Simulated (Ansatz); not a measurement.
# C₅H₅F₃: small, medium and large basis sets

One table from this session's results is given with a row withheld; the runs are named, their logs left out.

The runs use Ansatz 0.2.0, Gaussian basis; one geometry, several basis sets.

The runs, in order: PBE0-D4/def2-SVP; ωB97M-V/def2-SVP; PBE0-D4/def2-QZVPP; ωB97M-V/def2-QZVPP; the functionals' def2-TZVPP values are taken from earlier runs.

### The relaxed structure

The geometry comes from an earlier relaxation with PBE0-D4 in a triple-zeta def2 set; it is a stationary point, not always the lowest conformer.

SMILES `FC1=CC[C@H](F)[C@H]1F`, 13 atoms, charge 0, spin multiplicity 1.

Atoms are counted from 1 here; the program's logs count them from 0.

Bond lengths: F1–C2 1.327 Å, C2–C3 1.324 Å, C2–C7 1.487 Å, C3–C4 1.496 Å, C3–H9 1.082 Å, C4–C5 1.533 Å, C4–H10 1.093 Å, C4–H11 1.095 Å, C5–F6 1.384 Å, C5–C7 1.531 Å, C5–H12 1.092 Å, C7–F8 1.387 Å, C7–H13 1.094 Å. Angles: F1–C2–C3 126.5°, F1–C2–C7 119.3°, C3–C2–C7 114.2°, C2–C3–C4 110.7°, C2–C3–H9 124.9°, C4–C3–H9 124.4°, C3–C4–C5 104.2°, C3–C4–H10 112.9°, C3–C4–H11 111.9°, C5–C4–H10 108.8°, C5–C4–H11 112.0°, H10–C4–H11 107.1°, C4–C5–F6 109.6°, C4–C5–C7 107.0°, C4–C5–H12 113.7°, F6–C5–C7 108.9°, F6–C5–H12 107.7°, C7–C5–H12 110.0° and more.

The first run:

File in.yaml:

```yaml
crystal:
  periodic: [false, false, false]
  atoms:
    - {symbol: F, position_ang: [-2.101155, -1.597640, -0.097423]}
    - {symbol: C, position_ang: [-0.994766, -0.873867, 0.014480]}
    - {symbol: C, position_ang: [0.033710, -1.126583, 0.809495]}
    - {symbol: C, position_ang: [1.095324, -0.085643, 0.646174]}
    - {symbol: C, position_ang: [0.459201, 0.959109, -0.278575]}
    - {symbol: F, position_ang: [0.150043, 2.095172, 0.448205]}
    - {symbol: C, position_ang: [-0.836529, 0.347936, -0.817774]}
    - {symbol: F, position_ang: [-0.705706, 0.016170, -2.158231]}
    - {symbol: H, position_ang: [0.105883, -1.974589, 1.477693]}
    - {symbol: H, position_ang: [1.366462, 0.395944, 1.589188]}
    - {symbol: H, position_ang: [2.014347, -0.503348, 0.223266]}
    - {symbol: H, position_ang: [1.102889, 1.260817, -1.107323]}
    - {symbol: H, position_ang: [-1.669204, 1.051922, -0.734375]}
basis:
  gaussian: {orbitals: def2-SVP}
hamiltonian: {xc: pbe0, dispersion: d4}
output: {orbitals: {seedname: orbitals}}
```

Started as:

```console
> ansatz run in.yaml --threads 4 --pin off --events-out ev --progress --plain --max-ram 11315MiB
```

Among the steps run: PBE0-D4 in def2-SVP; ωB97M-V in def2-SVP; PBE0-D4 in def2-QZVPP; ωB97M-V in def2-QZVPP.

One of the session's tables, all rows but one given; the rest of the session is left out.

It belongs to the step «Functionals by basis». 

| functional | basis | HOMO (eV) | LUMO (eV) |
| --- | --- | --- | --- |
| PBE0-D4 | def2-SVP | -7.68 | -0.11 |
| PBE0-D4 | def2-TZVPP | -7.74 | -0.30 |
| PBE0-D4 | def2-QZVPP | ? | ? |
| ωB97M-V | def2-SVP | -9.89 | 2.12 |
| ωB97M-V | def2-TZVPP | -9.97 | 1.84 |
| ωB97M-V | def2-QZVPP | -10.01 | 1.67 |

Q: Estimate the row for PBE0-D4, def2-QZVPP from the others.

As computed: HOMO (eV): -7.77; LUMO (eV): -0.39. In the column «HOMO (eV)» it lies between ωB97M-V, def2-SVP (-9.89) and PBE0-D4, def2-TZVPP (-7.74).
